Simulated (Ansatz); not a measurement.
I need a scan of ordered alloys across composition of Re-Tc mixtures. Use Ansatz 0.2.0 through its Python package. Settings (first run): r2SCAN, PAW, cutoff 653 eV, Gaussian smearing of 0.05 eV.

`re_run.py`
```python
"""Ordered Re-Tc cells across composition, after relaxing cells and atoms."""

from collections import Counter
import warnings

import ansatz as az
import numpy as np

XC = "r2scan"
KSPACING = 0.33
FILLING = "gaussian"
SIGMA = 0.05


def fcc(a_site, a):
    return (
        az.Lattice.fcc(a)
        .space_group(225)
        .atom(a_site, (0, 0, 0))
        .primitive()
    )

A_FIRST, A_LAST = 3.89, 3.85


def ground_state(name, crystal):
    calc = (
        crystal.calculation()
        .functional(XC)
        .basis(24 * az.Ha)
        .kpoints(spacing=KSPACING)
        .occupations(FILLING, width=SIGMA)
        .band_table()
    )
    calc = calc.relax(force_tolerance=0.01, cell=True)
    return calc.run(threads=1)

def relaxed_twice(name, crystal):
    # the second pass draws mesh and plane waves anew for the relaxed cell
    first = ground_state(name, crystal)
    again = az.Crystal(lattice=az.Lattice.of(first.lattice.cell_ang))
    for site in first.report["lattice"]["sites"]:
        again = again.atom(site["symbol"], site["position_frac"])
    return ground_state(name, again)


def volume_per_atom(outcome):
    return abs(np.linalg.det(outcome.lattice.cell_ang)) / len(outcome.lattice.sites)


def counts(outcome):
    return Counter(site.symbol for site in outcome.lattice.sites)


def main() -> None:
    warnings.simplefilter("ignore", az.DeckWarning)

    # swap the mixed sites of the conventional cell one by one
    phases = {}
    for k in range(4 + 1):
        a = A_FIRST + (A_LAST - A_FIRST) * k / 4
        cell = fcc("Re", a).conventional().resolved()
        sites = [site.position for site in cell.sites if site.symbol == "Re"]
        for position in sites[:k]:
            cell = cell.substitution("Tc", at=position, replaces="Re")
        phases[f"Re{4 - k}Tc{k}"] = cell.resolved()

    done = {name: relaxed_twice(name, crystal) for name, crystal in phases.items()}

    # mixing quantities against the straight line between the end members, both on this lattice
    x = {name: counts(o)["Tc"] / (counts(o)["Re"] + counts(o)["Tc"]) for name, o in done.items()}
    first, last = min(x, key=x.get), max(x, key=x.get)
    energy = {name: o.report["energy_sigma0_ev"] / len(o.lattice.sites) for name, o in done.items()}
    volume = {name: volume_per_atom(o) for name, o in done.items()}
    rows = []
    for name in sorted(done, key=x.get):
        line = lambda table: (1 - x[name]) * table[first] + x[name] * table[last]
        rows.append((name, x[name], 1000 * (energy[name] - line(energy)), volume[name], 100 * (volume[name] / line(volume) - 1)))
    print("| cell | x(Tc) | E_mix (meV/atom) | V (A^3/atom) | excess V (%) |")
    print("| --- | --- | --- | --- | --- |")
    for row in rows:
        print(f"| {row[0]} | {row[1]:.3f} | {row[2]:+.1f} | {row[3]:.3f} | {row[4]:+.2f} |")
    # a fit of these few cells to Omega x(1 - x); small periodic cells, not a random solution
    shape = np.array([row[1] * (1 - row[1]) for row in rows])
    print("Omega =", round(float(shape @ [row[2] for row in rows] / (shape @ shape)), 1), "meV/atom")


if __name__ == "__main__":
    main()
```

```console
$ python re_run.py
| cell | x(Tc) | E_mix (meV/atom) | V (A^3/atom) | excess V (%) |
| --- | --- | --- | --- | --- |
| Re4Tc0 | 0.000 | +0.0 | 14.753 | +0.00 |
| Re3Tc1 | 0.250 | -11.9 | 14.654 | +0.04 |
| Re2Tc2 | 0.500 | -15.0 | 14.554 | +0.08 |
| Re1Tc3 | 0.750 | -8.5 | 14.461 | +0.16 |
| Re0Tc4 | 1.000 | +0.0 | 14.333 | +0.00 |
Omega = -56.9 meV/atom
```

Mixing energies: -12 meV an atom at x(Tc) = 0.25 (volume +0.0 % off the straight line), -15 meV an atom at x(Tc) = 0.50 (volume +0.1 % off the straight line) and -8 meV an atom at x(Tc) = 0.75 (volume +0.2 % off the straight line). Values this small can change sign on a finer mesh.

Reading the output:
- Spin-orbit coupling, which matters for elements this heavy, is left out.
- These are small ordered cells, with both end members on the same lattice, which need not be their own; they aren't random solutions. Differences under about 40 meV an atom lie within the error of mesh and functional.
- The cells are prototypes set up for this calculation and needn't exist.
- Timing: 3.5 min on 1 thread of Arm Neoverse V1, with other jobs on the host, peak memory 0.68 GiB.

(Lines on the test bed's own set-up are left out of the output.)
